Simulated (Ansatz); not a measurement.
**CH5GeNS: one species, many methods**

The task here is to estimate one member of a computed series from the others.

Program: Ansatz 0.2.0, Gaussian basis. Level of theory: functionals in def2-TZVPP, the program's frozen cores in correlated methods. These are calculated values, not measurements.

Plan: PBE-D4, r2SCAN-D4, PBE0-D4, B3LYP-D4, ωB97X-V, ωB97M-V, B2PLYP; CCSD(T)/def2-TZVPP; MP2/def2-QZVPP; extrapolation to the limit.

## The relaxed structure

The geometry comes from an earlier relaxation with PBE0-D4 in a triple-zeta def2 set; it is a stationary point, not always the lowest conformer.

9 atoms, charge 0, spin multiplicity 1.

Atoms are counted from 1 here; the program's logs count them from 0.

Bond lengths: N1–C2 1.265 Å, N1–H5 1.023 Å, C2–Ge3 1.964 Å, C2–H6 1.100 Å, Ge3–S4 2.227 Å, Ge3–H7 1.537 Å, Ge3–H8 1.533 Å, S4–H9 1.343 Å. Angles: C2–N1–H5 111.7°, N1–C2–Ge3 118.7°, N1–C2–H6 123.4°, Ge3–C2–H6 117.9°, C2–Ge3–S4 108.5°, C2–Ge3–H7 111.1°, C2–Ge3–H8 109.2°, S4–Ge3–H7 103.9°, S4–Ge3–H8 111.6°, H7–Ge3–H8 112.4°, Ge3–S4–H9 94.2°.

The first run:

File in.yaml:

```yaml
crystal:
  periodic: [false, false, false]
  atoms:
    - {symbol: N, position_ang: [0.629621, 1.768852, -0.566747]}
    - {symbol: C, position_ang: [-0.023334, 0.710284, -0.796894]}
    - {symbol: Ge, position_ang: [0.444255, -0.920764, 0.192934]}
    - {symbol: S, position_ang: [-1.350562, -1.602350, 1.321620]}
    - {symbol: H, position_ang: [0.285401, 2.554018, -1.124814]}
    - {symbol: H, position_ang: [-0.862176, 0.658914, -1.506426]}
    - {symbol: H, position_ang: [0.741125, -2.083420, -0.766915]}
    - {symbol: H, position_ang: [1.621004, -0.622323, 1.128922]}
    - {symbol: H, position_ang: [-1.396835, -0.509413, 2.101219]}
basis:
  gaussian: {orbitals: def2-TZVPP}
hamiltonian: {xc: pbe, dispersion: d4}
output: {forces: true, orbitals: {seedname: orbitals}}
```

Started as:

```bash
ansatz run in.yaml --threads 4 --pin off --events-out ev --progress --plain --max-ram 10444MiB
```

Steps of the session up to this table: PBE-D4 (GGA); r2SCAN-D4 (meta-GGA); PBE0-D4 (hybrid); B3LYP-D4 (hybrid); ωB97X-V (range-separated); ωB97M-V (range-separated); B2PLYP (double hybrid); CCSD(T) in def2-TZVPP; MP2 in def2-QZVPP.

One of the session's tables, all rows but one given; the rest of the session is left out.

| method | atomisation energy (kJ/mol) |
| --- | --- |
| PBE-D4 | 2983.7 |
| r2SCAN-D4 | 2919.7 |
| PBE0-D4 | 2916.9 |
| B3LYP-D4 | 2918.5 |
| ωB97X-V | 2942.0 |
| ωB97M-V | 2926.0 |
| B2PLYP | 2881.6 |
| HF/def2-TZVPP | 1981.7 |
| MP2/def2-TZVPP | 2866.3 |
| CCSD/def2-TZVPP | 2788.7 |
| CCSD(T)/def2-TZVPP | ? |
| MP2/CBS | 2946.6 |
| CCSD(T)/CBS | 2924.7 |

**Question.** Estimate the row for CCSD(T)/def2-TZVPP.

As computed: atomisation energy (kJ/mol): 2844.4. In the column «atomisation energy (kJ/mol)» it lies between CCSD/def2-TZVPP (2788.7) and MP2/def2-TZVPP (2866.3).

To keep in mind: Free atoms (1 N, 1 C, 1 Ge, 1 S, 5 H) were run apart at each level; the atomisation energy is their sum less the molecule, without zero-point or spin-orbit terms.
